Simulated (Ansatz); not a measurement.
# Ba2Tl5V3O12 (C2) in Ansatz: reference runs

Aim: a first look at Ba2Tl5V3O12 with PBE, on the cell as given and on a disturbed one, then over a range of volumes.

Program: Ansatz 0.2.0. These are calculated values, not measurements. Logs are shortened: lines on timing, memory, paths and dates and some standing lists are left out, and cuts for length are marked.

### 1 The crystal as given

The structure is monoclinic, space group C2 (No. 5). Conventional cell: a = 12.980 Å, b = 13.354 Å, c = 6.079 Å, α = 90.00°, β = 109.30°, γ = 90.00°. Around Ba (site symmetry 2) lie 6 O at 2.58 to 2.76 Å. Around Ba (site symmetry 2) lie 8 O at 2.76 to 3.03 Å. Around V (site symmetry 1) lie 4 O at 1.72 to 1.75 Å. V (site symmetry 2) has 4 O at 1.71 to 1.76 Å as nearest neighbours. Tl (site symmetry 1) has 3 O at 2.57 to 2.74 Å as nearest neighbours. Around Tl (site symmetry 2) lie 4 O at 2.66 to 2.69 Å. Around Tl (site symmetry 1) lie 3 O at 2.55 to 2.75 Å. Around O (site symmetry 1) lie 1 V at 1.75 Å.

The cell was built by a generator and needn't be a form met in nature.

### 2 Single point, PBE, collinear spin, ferromagnetic start

Contents of input.yaml:

```yaml
crystal:
  lattice:
    - [6.48991, -6.67692, -0.04765]
    - [6.48991, 6.67692, -0.04765]
    - [-1.96739, 0.0, 5.7522]
  atoms:
    - { symbol: Ba, position: [0.47917, 0.52083, 0.0] }
    - { symbol: Ba, position: [0.79264, 0.20736, 0.0] }
    - { symbol: V, position: [0.65694, 0.94605, 0.25735], spin: 2.0 }
    - { symbol: V, position: [0.05395, 0.34306, 0.74265], spin: 2.0 }
    - { symbol: V, position: [0.57442, 0.42558, 0.5], spin: 2.0 }
    - { symbol: Tl, position: [0.49835, 0.85629, 0.63726] }
    - { symbol: Tl, position: [0.14371, 0.50165, 0.36274] }
    - { symbol: Tl, position: [0.01508, 0.98492, 0.5] }
    - { symbol: Tl, position: [0.30964, 0.12677, 0.21892] }
    - { symbol: Tl, position: [0.87323, 0.69036, 0.78108] }
    - { symbol: O, position: [0.0039, 0.26325, 0.44275] }
    - { symbol: O, position: [0.59719, 0.60676, 0.67706] }
    - { symbol: O, position: [0.91333, 0.4282, 0.84635] }
    - { symbol: O, position: [0.52536, 0.79943, 0.20594] }
    - { symbol: O, position: [0.68766, 0.41628, 0.31356] }
    - { symbol: O, position: [0.09251, 0.20316, 0.88601] }
    - { symbol: O, position: [0.58372, 0.31234, 0.68644] }
    - { symbol: O, position: [0.79684, 0.90749, 0.11399] }
    - { symbol: O, position: [0.5718, 0.08667, 0.15365] }
    - { symbol: O, position: [0.20057, 0.47464, 0.79406] }
    - { symbol: O, position: [0.73675, 0.9961, 0.55725] }
    - { symbol: O, position: [0.39324, 0.40281, 0.32294] }
hamiltonian:
  xc: pbe
  pseudopotentials: { kind: paw }
magnetization:
  spin_polarized: true
kpoints:
  mp_grid: { grid: [3, 3, 5] }
scf:
  occupations: { method: fermi_dirac, width: 0.05 }
output:
  forces: true
  stress: true
  eigenvalues: true
  write_density: true
  write_potential: true
  elf: true
  volumetric_format: npy
```

Potentials or basis: Ansatz PAW.

Started as:

```console
$ ansatz run input.yaml --threads 8 --pin off --max-ram 20480MiB --backend cpu --events-out ev --progress --plain --runs-dir out
```

The log of the run:

```text
Warning: RAYON_NUM_THREADS=8 ignored (pool sized by the plan → 8); use --threads N
Engine: ansatz 0.2.0, aarch64-unknown-linux-gnu
Pseudopotentials: kind: paw
Pseudopotential: Ba, paw, valence charge 10, recommended cutoff 420 eV (normal), Ba.paw.azcp
Pseudopotential: V, paw, valence charge 13, recommended cutoff 420 eV (normal), V.paw.azcp
Pseudopotential: Tl, paw, valence charge 13, recommended cutoff 420 eV (normal), Tl.paw.azcp
Pseudopotential: O, paw, valence charge 6, recommended cutoff 420 eV (normal), O.paw.azcp
Functional definition: PBE
  parameter kappa = 0.804
  parameter beta = 0.06672455060314922
  exchange = pbe_x(kappa = kappa, mu = beta*pi^2/3)
  correlation = pbe_c(beta = beta)
Crystal: 22 atoms, lattice volume = 497.264 Å³
Basis set: ecut = 420 eV, 9759 PW (Γ), exchange–correlation on 128×128×90 points (8 copies of the dense FFT grid, shifted against one another)
Bands: 123, of which v1, the nominal top of the filled ones, is band 98 counted from 1 (97 counted from 0)
Symmetry: 2 space group operations
Space group: C2 (ITA 5), of the structure as read, at distance tolerance 7.9e-5 Å
Magnetic group: BNS 5.13 (UNI 20), of the structure as read, at distance tolerance 7.9e-5 Å
k-points: 16 of 45 (time reversal used)
Non-local potential: Ba, projectors of the file, l = 0: 3, l = 1: 2, l = 2: 2, l = 3: 2
Non-local potential: V, projectors of the file, l = 0: 3, l = 1: 2, l = 2: 3, l = 3: 1
Non-local potential: Tl, projectors of the file, l = 0: 2, l = 1: 2, l = 2: 2, l = 3: 1
Non-local potential: O, projectors of the file, l = 0: 2, l = 1: 2, l = 2: 1
PAW form: soft (Blöchl's): semilocal exchange-correlation on the pseudo side does not see the compensation charge
PAW one-centre angular grid: Ba, 194 points (default); XC on 64 Gauss nodes
PAW one-centre angular grid: V, 590 points (default); XC on 64 Gauss nodes
[... 32 lines left out ...]
Spin contamination: 0.0000 ħ² per cell (⟨S²⟩ above its minimum at these occupations)
Per-site moments (μB) at R_I (Å): [(1.1611358571887177e-8, 1.065661239884803), (8.993311547737596e-9, 1.1373056062612015), (7.07591884058216e-7, 0.7084151969857319), (7.075918840344222e-7, 0.7084151969857317), (7.723898356212251e-7, 0.7042335058741399), (2.991711352699365e-9, 1.0582781038676807), (2.9917114634438247e-9, 1.0582781038676803), (2.648327310679913e-9, 1.0988362193235435), (7.581323177513663e-10, 1.0535365958288132), (7.581322976638991e-10, 1.0535365958288136), (-2.9840761386580363e-7, 0.7213418296342516), (-3.011224976978877e-7, 0.7248122909855759), (-3.294332863557712e-7, 0.7084151969857317), (-3.121653061569283e-7, 0.7138368808510799), (-3.9357952658056483e-7, 0.7042335058741399), (-3.1601523466614156e-7, 0.7133901993512539), (-3.9357952663234856e-7, 0.7042335058741399), (-3.1601523466840044e-7, 0.7133901993512539), (-3.294332862903181e-7, 0.7084151969857319), (-3.1216530613713155e-7, 0.7138368808510799), (-2.9840761394213977e-7, 0.7213418296342514), (-3.011224976707418e-7, 0.724812290985576)]
Free energy (F): -84681.426900 eV
Harris-Foulkes:  -84681.426900 eV  (|F-HF|=2.45e-8)
Internal energy: -84681.426900 eV  (E = F + TS)
E sigma→0 (E₀):  -84681.426900 eV
Fermi energy:    5.446574 eV
--- Per-component energies (eV) ---
  E_band       = -1505.263181
  E_kinetic    = 5097.470276
  E_local      = -20283.033611  (includes V_loc(G=0)·N_el)
  E_nonlocal   = 2126.468106
  E_hartree    = 8293.585605
  E_xc         = -2767.247190
  E_vxc        = -2605.570177  (∫ρ·V_xc dr)
  E_paw        = -66488.088884  (= ΣΔE_a)
  E_vpaw       = -2427.788891  (= ΣTr[D̂ρ^β])
  E_aug_tail   = 0.029920  (compensation charges beyond the density's cutoff)
  E_ewald      = -10660.611122
  E_smearing   = -0.000000  (= −TS)
  E_closure    = 0.000000  (closes the sum)
  Σ components = -84681.426900   (vs F -84681.426900, Δ=0.00e0)
--- Forces (eV/Å), atoms counted from 1 ---
  atom   1  Ba     0.00000000     0.00356156     0.00000000
  atom   2  Ba     0.00000000    -0.00491406     0.00000000
  atom   3  V     -0.00236601     0.00127369    -0.00123200
  atom   4  V      0.00236601     0.00127369     0.00123200
  atom   5  V      0.00000000     0.00003224     0.00000000
  atom   6  Tl     0.00150751     0.00145522     0.00101467
[... 14 lines left out ...]
  atom  21  O      0.00129857     0.00124299    -0.00056190
  atom  22  O      0.00155440    -0.00122607    -0.00014915
  max |Σ_I F_I| component: 8.90e-6 eV/Å
--- Stress (GPa, compression-positive) ---
        0.000429       0.000000      -0.001721
        0.000000       0.020253       0.000000
       -0.001721       0.000000      -0.000555
  P = ⅓ Tr σ = 0.0067 GPa (0.067 kbar)
--- Band table (eV; the first three rows and the last of 32) ---
  k-point 0 ↑: bands = ["-59.5431", "-59.4090", "-59.4090", "-33.5219", "-33.4884", "-33.4669", "-33.3997", "-33.3996", "-33.3551", "-33.3551", "-33.3238", "-33.3237", "-20.9204", "-20.8961", "-12.4281", "-12.2851", "-12.2355", "-12.2103", "-11.9161", "-11.8512", "-11.8036", "-11.7764", "-11.7385", "-11.7332", "-11.6654", "-11.5529", "-6.2494", "-6.1351", "-6.1311", "-6.0767", "-6.0586", "-5.9931", "-5.5058", "-5.4962", "-5.4946", "-5.4636", "-5.4593", "-5.4591", "-5.4297", "-5.4155", "-5.4011", "-5.3970", "-5.3890", "-5.3561", "-5.3511", "-5.3401", "-5.3295", "-5.3292", "-5.3089", "-5.3037", "-5.2784", "-5.2715", "-5.2541", "-5.2494", "-5.2484", "-5.2274", "-5.2179", "-0.8003", "-0.5058", "-0.4152", "-0.3022", "-0.1100", "0.8712", "1.0589", "1.1489", "1.1688", "1.2472", "1.2721", "1.2986", "1.3967", "1.4265", "1.4462", "1.5253", "1.6298", "1.7283", "1.9374", "1.9657", "2.0733", "2.2034", "2.2593", "2.3678", "2.3967", "2.5637", "2.6726", "2.6741", "2.7798", "2.9266", "2.9736", "3.0686", "3.2035", "3.3433", "3.3666", "3.3816", "3.4995", "3.6105", "3.7205", "3.8376", "3.8670", "6.8191", "7.4304", "7.5900", "7.6038", "7.7165", "7.7733", "7.7860", "8.0267", "8.1962", "8.2854", "8.5927", "8.6099", "8.8166", "8.8699", "8.9632", "9.0222", "9.0522", "9.2543", "9.3856", "9.4555", "9.7146", "9.7284", "9.7640", "9.9191", "10.0530"]
  k-point 1 ↑: bands = ["-59.5431", "-59.4090", "-59.4090", "-33.5220", "-33.4884", "-33.4669", "-33.3997", "-33.3996", "-33.3551", "-33.3551", "-33.3238", "-33.3237", "-20.9195", "-20.8957", "-12.4704", "-12.2744", "-12.2254", "-12.1892", "-11.9109", "-11.8504", "-11.7991", "-11.7672", "-11.7564", "-11.7188", "-11.6791", "-11.5596", "-6.2288", "-6.1365", "-6.1263", "-6.0767", "-6.0644", "-5.9981", "-5.5032", "-5.4960", "-5.4949", "-5.4669", "-5.4609", "-5.4543", "-5.4257", "-5.4171", "-5.4070", "-5.3979", "-5.3949", "-5.3563", "-5.3478", "-5.3396", "-5.3316", "-5.3259", "-5.3127", "-5.3045", "-5.2807", "-5.2734", "-5.2638", "-5.2532", "-5.2346", "-5.2235", "-5.2182", "-0.7835", "-0.5702", "-0.4727", "-0.3438", "-0.1012", "0.9499", "1.0521", "1.0915", "1.1541", "1.2535", "1.3012", "1.3131", "1.3390", "1.4236", "1.4726", "1.5181", "1.6573", "1.7840", "1.9739", "1.9952", "2.0369", "2.1827", "2.2495", "2.4156", "2.4818", "2.5106", "2.6210", "2.7109", "2.7411", "2.9746", "3.0576", "3.1220", "3.1827", "3.3386", "3.3529", "3.4298", "3.4969", "3.6575", "3.7392", "3.7896", "3.8631", "6.9561", "7.3297", "7.5059", "7.5857", "7.6472", "7.7618", "7.7974", "7.9607", "8.0387", "8.2257", "8.5534", "8.6378", "8.7147", "8.8982", "8.9499", "8.9728", "9.1025", "9.2193", "9.3157", "9.4558", "9.5431", "9.6119", "9.7982", "10.0630", "10.1080"]
  k-point 2 ↑: bands = ["-59.5431", "-59.4090", "-59.4090", "-33.5220", "-33.4884", "-33.4669", "-33.3997", "-33.3997", "-33.3551", "-33.3551", "-33.3238", "-33.3237", "-20.9181", "-20.8950", "-12.5228", "-12.2722", "-12.2008", "-12.1643", "-11.8752", "-11.8514", "-11.7934", "-11.7851", "-11.7803", "-11.7130", "-11.6826", "-11.5674", "-6.1957", "-6.1347", "-6.1246", "-6.0768", "-6.0733", "-6.0037", "-5.4991", "-5.4963", "-5.4929", "-5.4712", "-5.4626", "-5.4509", "-5.4272", "-5.4165", "-5.4137", "-5.4041", "-5.3975", "-5.3542", "-5.3423", "-5.3407", "-5.3289", "-5.3277", "-5.3207", "-5.3046", "-5.2867", "-5.2719", "-5.2678", "-5.2556", "-5.2314", "-5.2190", "-5.2149", "-0.7815", "-0.6574", "-0.5868", "-0.2911", "-0.1483", "1.0092", "1.0414", "1.0899", "1.1692", "1.2426", "1.2995", "1.3234", "1.3501", "1.3735", "1.4942", "1.5565", "1.6432", "1.7950", "2.0144", "2.0497", "2.0695", "2.1155", "2.2637", "2.3707", "2.3936", "2.4968", "2.6124", "2.8059", "2.9046", "2.9943", "3.0843", "3.2035", "3.2739", "3.2971", "3.3857", "3.5288", "3.5365", "3.6079", "3.7084", "3.7693", "3.8659", "7.1448", "7.2629", "7.3476", "7.5427", "7.6295", "7.7541", "7.8176", "7.8984", "8.0341", "8.1141", "8.3304", "8.4992", "8.7128", "8.7484", "8.8678", "8.9100", "9.0384", "9.1436", "9.2644", "9.4412", "9.4805", "9.5647", "9.6081", "10.0563", "10.1681"]
  k-point 15 ↓: bands = ["-59.5431", "-59.4090", "-59.4090", "-33.5220", "-33.4884", "-33.4669", "-33.3997", "-33.3997", "-33.3551", "-33.3551", "-33.3238", "-33.3237", "-20.9178", "-20.8953", "-12.5240", "-12.2668", "-12.2037", "-12.1599", "-11.9049", "-11.8333", "-11.8038", "-11.7887", "-11.7691", "-11.7080", "-11.6778", "-11.5683", "-6.1981", "-6.1327", "-6.1246", "-6.0766", "-6.0686", "-6.0042", "-5.4968", "-5.4945", "-5.4915", "-5.4709", "-5.4650", "-5.4527", "-5.4294", "-5.4157", "-5.4096", "-5.4073", "-5.3986", "-5.3582", "-5.3446", "-5.3389", "-5.3308", "-5.3281", "-5.3143", "-5.3070", "-5.2867", "-5.2771", "-5.2708", "-5.2496", "-5.2324", "-5.2239", "-5.2107", "-0.8544", "-0.7146", "-0.5508", "-0.1556", "-0.1177", "1.0157", "1.0777", "1.1071", "1.1507", "1.1772", "1.2608", "1.3231", "1.3609", "1.4131", "1.5001", "1.5659", "1.6491", "1.7406", "1.9877", "2.0222", "2.0913", "2.1308", "2.2305", "2.3661", "2.3853", "2.5651", "2.6415", "2.7836", "2.9261", "2.9899", "3.0250", "3.2226", "3.2863", "3.3071", "3.3415", "3.4283", "3.4741", "3.6575", "3.7368", "3.8068", "3.8591", "7.2025", "7.2625", "7.3692", "7.5457", "7.6365", "7.7749", "7.7787", "7.8980", "8.0373", "8.1454", "8.3344", "8.4956", "8.7253", "8.8125", "8.9088", "9.0385", "9.0809", "9.1270", "9.2157", "9.3891", "9.5176", "9.5856", "9.7395", "9.8051", "9.9895"]
```

Run time: 84 s. Hardware: 8 threads of Arm Neoverse V2, shared host; peak memory 3.3 GiB.

What came out:

| Property | Result |
| --- | --- |
| Free energy | -84681.4269 eV |
| Pressure | 0.0 GPa |
| Largest force | 0.005 eV/Å |
| Band gap on the k mesh | 2.90 eV, indirect (least direct gap 2.95 eV) |
| Net moment | 0.00 μB per cell |
| Absolute moment | 0.00 μB per cell |

Forces in eV/Å, atoms in the order of the input:
```
Ba   0.000  0.004  0.000
Ba   0.000 -0.005  0.000
V   -0.002  0.001 -0.001
V    0.002  0.001  0.001
V    0.000  0.000  0.000
Tl   0.002  0.001  0.001
Tl  -0.002  0.001 -0.001
Tl   0.000  0.003  0.000
Tl  -0.002 -0.003 -0.002
Tl   0.002 -0.003  0.002
O   -0.001  0.001  0.001
O   -0.002 -0.001  0.000
O   -0.001  0.002 -0.001
O   -0.004 -0.001  0.000
O   -0.001 -0.001 -0.001
O   -0.002  0.000  0.001
O    0.001 -0.001  0.001
O    0.002  0.000 -0.001
O    0.001  0.002  0.001
O    0.004 -0.001  0.000
O    0.001  0.001 -0.001
O    0.002 -0.001  0.000
```

Caveat: odd divisions of the mesh miss points on the zone boundary, where band edges often lie, so the gap on the mesh can be too wide; the pressure holds a Pulay correction of +0.3 GPa for the finite cutoff; spin-orbit coupling is left out, which as a rule narrows the gap of such compounds by several tenths of an eV; the starting moments weren't kept.

### 3 Single point, PBE, collinear spin, ferromagnetic start (atoms moved at random, drawn with an rms of 0.05 Å)

Contents of input.yaml:

```yaml
crystal:
  lattice:
    - [6.48991, -6.67692, -0.04765]
    - [6.48991, 6.67692, -0.04765]
    - [-1.96739, 0.0, 5.7522]
  atoms:
    - { symbol: Ba, position: [0.478807, 0.526137, 0.003062] }
    - { symbol: Ba, position: [0.796196, 0.209178, -0.000375] }
    - { symbol: V, position: [0.655258, 0.937919, 0.254006], spin: 2.0 }
    - { symbol: V, position: [0.048811, 0.343956, 0.750807], spin: 2.0 }
    - { symbol: V, position: [0.573058, 0.42762, 0.505318], spin: 2.0 }
    - { symbol: Tl, position: [0.501492, 0.855151, 0.644541] }
    - { symbol: Tl, position: [0.139753, 0.507151, 0.360156] }
    - { symbol: Tl, position: [0.019089, 0.989349, 0.501488] }
    - { symbol: Tl, position: [0.311627, 0.132615, 0.220498] }
    - { symbol: Tl, position: [0.8736, 0.691258, 0.777556] }
    - { symbol: O, position: [0.001319, 0.258508, 0.440375] }
    - { symbol: O, position: [0.595379, 0.611931, 0.68116] }
    - { symbol: O, position: [0.910138, 0.420589, 0.84879] }
    - { symbol: O, position: [0.527139, 0.798314, 0.214678] }
    - { symbol: O, position: [0.691267, 0.416346, 0.321913] }
    - { symbol: O, position: [0.095624, 0.20731, 0.88739] }
    - { symbol: O, position: [0.582828, 0.306745, 0.691533] }
    - { symbol: O, position: [0.796248, 0.906546, 0.116387] }
    - { symbol: O, position: [0.567084, 0.089748, 0.156201] }
    - { symbol: O, position: [0.198991, 0.475354, 0.795136] }
    - { symbol: O, position: [0.735223, 0.993942, 0.556879] }
    - { symbol: O, position: [0.393208, 0.401964, 0.329632] }
hamiltonian:
  xc: pbe
  pseudopotentials: { kind: paw }
magnetization:
  spin_polarized: true
kpoints:
  mp_grid: { grid: [3, 3, 5] }
scf:
  occupations: { method: fermi_dirac, width: 0.05 }
output:
  forces: true
  stress: true
  eigenvalues: true
```

Potentials or basis: Ansatz PAW.

Started as:

```console
$ ansatz run input.yaml --threads 8 --pin off --max-ram 20480MiB --backend cpu --events-out ev --progress --plain --runs-dir out
```

It took 92 s on 8 threads of Arm Neoverse V2, shared host; peak memory 3.7 GiB.

The run converged. Its results:

| Item | Value |
| --- | --- |
| Free energy | -84680.9640 eV |
| Pressure | -0.3 GPa |
| Largest force | 3.661 eV/Å |
| Band gap on the k mesh | 2.71 eV, indirect (least direct gap 2.73 eV) |
| Net moment | 0.00 μB per cell |
| Absolute moment | 0.00 μB per cell |

Forces on the atoms (eV/Å):
```
Ba  -0.444 -0.225 -0.073
Ba  -0.634  0.054  0.254
V    2.517  2.416  0.967
V    1.980 -1.698 -2.569
V   -0.255 -1.336  0.423
Tl   0.109  0.311  0.085
Tl  -0.189 -0.185  0.235
Tl   0.036  0.111 -0.097
Tl  -0.167 -0.255  0.066
Tl  -0.015  0.077  0.026
O    0.106  0.244  1.021
O   -0.346 -0.505 -0.140
O   -0.365  1.692  0.657
O   -1.399 -0.168 -0.450
O   -0.418  0.680  0.435
O   -0.610 -0.438  0.509
O    1.091  1.044 -0.720
O    0.012 -0.495 -0.428
O   -0.643 -1.662  0.260
O   -0.444  0.296  0.058
O   -0.178 -0.194 -0.441
O    0.256  0.234 -0.079
```

Stress tensor (GPa, compression positive):
```
 0.15 -0.38  0.25
-0.38 -0.18  0.56
 0.25  0.56 -0.93
```

Levels at points of the mesh, in eV from the valence-band top:
Spin up:
```
           k point  band 96  band 97  band 98  band 99  band 100  band 101
(0.00, 0.00, 0.00)    -0.39    -0.16    -0.02     2.71      3.23      3.45
```
Spin down:
```
           k point  band 94  band 95  band 96  band 97  band 98  band 99  band 100  band 101  band 102  band 103
(0.00, 0.00, 0.00)    -0.58    -0.44    -0.39    -0.16    -0.02     2.71      3.23      3.45      3.50      3.59
```

Caveat: odd divisions of the mesh miss points on the zone boundary, where band edges often lie, so the gap on the mesh can be too wide; the pressure holds a Pulay correction of +0.3 GPa for the finite cutoff; spin-orbit coupling is left out, which as a rule narrows the gap of such compounds by several tenths of an eV; the starting moments weren't kept. A k mesh can miss the band edges.

(Continued in part 2 of 2.)
